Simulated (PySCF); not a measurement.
# CeCl4 (Ce(Cl)4): the cost of one run

The runs use PySCF 2.14.0; PBE0, Ce lcecp-2-SVP with ECP46, Cl def2-SVP; scalar-relativistic core potentials, no spin–orbit coupling.

1 further run of the same task is left out (for a known fault of the program).

**1. Where the work starts**

5 atoms, charge 0, spin multiplicity 1.

Bond lengths: Ce1–Cl2 2.574 Å, Ce1–Cl3 2.574 Å, Ce1–Cl4 2.574 Å, Ce1–Cl5 2.574 Å. Angles: Cl2–Ce1–Cl3 109.5°, Cl2–Ce1–Cl4 109.5°, Cl2–Ce1–Cl5 109.5°, Cl3–Ce1–Cl4 109.5°, Cl3–Ce1–Cl5 109.5°, Cl4–Ce1–Cl5 109.5°.

Geometry (Å):

| atom | x (Å) | y (Å) | z (Å) |
| --- | --- | --- | --- |
| Ce1 | 0.00000 | 0.00000 | 0.00000 |
| Cl2 | 1.48600 | 1.48600 | 1.48600 |
| Cl3 | -1.48600 | -1.48600 | 1.48600 |
| Cl4 | 1.48600 | -1.48600 | -1.48600 |
| Cl5 | -1.48600 | 1.48600 | -1.48600 |

Formal oxidation states: Ce +4. The 4f shell is empty and lies in the core potential.

**2. SCF at the start, singlet**

File run.py (the lines that set the calculation):

```python
mol = gto.M(atom='''
Ce     0.00000     0.00000     0.00000
Cl     1.48600     1.48600     1.48600
Cl    -1.48600    -1.48600     1.48600
Cl     1.48600    -1.48600    -1.48600
Cl    -1.48600     1.48600    -1.48600''',
    basis={'Ce': 'lcecp-2-SVP', 'Cl': 'def2-SVP'},
    ecp={'Ce': 'lcecp-2-SVP'},
    charge=0, spin=0)
mf = dft.RKS(mol, xc='PBE0')
mf.grids.atom_grid = (50, 194)  # f atoms: unpruned, at least (60, 302)
mf = mf.density_fit()  # fitting sets: Ce AutoAux, Cl def2-universal-JKFIT
mf.conv_tol = 1e-08; mf.max_cycle = 55
mf.kernel(dm0)  # dm0: free metal ions and neutral atoms
```

On the command line:

```bash
$ OMP_NUM_THREADS=2 python run.py
```

Q: Estimate wall time and peak memory on 2 threads of Arm Neoverse V2, shared host.

About 2.9 s, with a peak of 0.47 GiB.
